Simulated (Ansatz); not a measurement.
# HBrF (doublet): the correlation ladder at distance Br1–H2 along a hydrogen transfer = 1.816 Å, cc-pVDZ

How much of the correlation energy of HBrF (doublet) does each wave-function method recover here?

Program: Ansatz 0.2.0, Gaussian basis. Level of theory: cc-pVDZ, core rule «outside noble gas», up to 15 orbitals frozen. These are calculated values, not measurements.

The runs, in order: UHF; CCSD(T) on ROHF; CCSD(T) on UHF; BCCD(T) on ROHF; CISD; CCSDT(Q) on ROHF; CCSDT(Q) on UHF; CASSCF and MRCISD+Q, 3 electrons in 3 orbitals; CASSCF and NEVPT2, 3 electrons in 3 orbitals; CASSCF and MRCISD+Q, 15 electrons in 9 orbitals; CASSCF and NEVPT2, 15 electrons in 9 orbitals.

11 further runs of the same task are left out: 10 that didn't finish, 1 set aside as unsound or not needed.

## Step 1: The system

The geometry derives from fragments relaxed apart (PBE0/def2-TZVP) and kept rigid, so it is no stationary point. A hydrogen atom is moved between rigid fragments. No spin-orbit coupling is included. The filled d shell of Br may be among the frozen orbitals whatever the setting's name suggests; the logs give the count.

3 atoms, charge 0, spin multiplicity 2.

Atoms are counted from 1 here; the program's logs count them from 0.

No contacts short enough for the rule that draws bonds.

Geometry (Å):

```xyz
3
BrFH
Br    0.00000    0.00000   -1.60967
H     0.00000    0.00000    0.20633
F     0.00000    0.00000    1.40333
```

## Step 2: UHF

The input, in.yaml:

```yaml
crystal:
  periodic: [false, false, false]
  atoms:
    - {symbol: Br, position_ang: [0.000000, 0.000000, -1.609667]}
    - {symbol: H, position_ang: [0.000000, 0.000000, 0.206333]}
    - {symbol: F, position_ang: [0.000000, 0.000000, 1.403333]}
basis:
  gaussian: {orbitals: cc-pVDZ}
magnetization: {spin_polarized: true, initial_magnetization: 1}
hamiltonian: {xc: hf}
output: {orbitals: {seedname: orbitals}}
```

On the command line:

```bash
ansatz run in.yaml --threads 1 --pin off --events-out ev --progress --plain --max-ram 2393MiB
```

The runs that follow: CCSD(T) on ROHF; CCSD(T) on UHF; BCCD(T) on ROHF; CISD; CCSDT(Q) on ROHF; CCSDT(Q) on UHF; CASSCF and MRCISD+Q, 3 electrons in 3 orbitals; CASSCF and NEVPT2, 3 electrons in 3 orbitals; CASSCF and MRCISD+Q, 15 electrons in 9 orbitals; CASSCF and NEVPT2, 15 electrons in 9 orbitals.

Q: Predict the results of all the runs planned. Wanted: UCCSDT(Q) below the RHF energy; RMP2 from UCCSDT(Q); UMP2 from UCCSDT(Q); RCCSD from UCCSDT(Q); RCCSD(T) from UCCSDT(Q); UCCSD(T) from UCCSDT(Q); RCCSDT(Q) from UCCSDT(Q); NEVPT2 pair from UCCSDT(Q); MRCISD+Q pair from UCCSDT(Q).

The runs gave:

```
                         quantity                                                   value
   UCCSDT(Q) below the RHF energy                                              -9.1218 eV
              RMP2 from UCCSDT(Q)                                              +615.4 meV
              UMP2 from UCCSDT(Q)                                              +628.7 meV
             RCCSD from UCCSDT(Q)                                              +154.4 meV
          RCCSD(T) from UCCSDT(Q)                                               +33.6 meV
          UCCSD(T) from UCCSDT(Q)                                               +31.1 meV
         RCCSDT(Q) from UCCSDT(Q)                                                +2.8 meV
       NEVPT2 pair from UCCSDT(Q)                                              +612.9 meV
     MRCISD+Q pair from UCCSDT(Q)                                               +73.3 meV
    NEVPT2 valence from UCCSDT(Q)                                             +1329.7 meV
levels within 1 kcal/mol (43 meV)  RCCSD(T), UCCSD(T), BCCD(T), RCCSDT, UCCSDT, RCCSDT(Q)
                    T1 diagnostic                                                   0.013
   effectively unpaired electrons                                                    1.01
```

RCCSD(T) lands +33.6 meV from the yardstick (0.4 % of the correlation energy). One determinant dominates. Of the multireference levels listed MRCISD+Q pair comes nearest in total energy (+73.3 meV), which doesn't show that its space is the better one. These misses are within one basis, not against nature; the frozen cores of restricted and unrestricted runs differ, which can shift their rows.
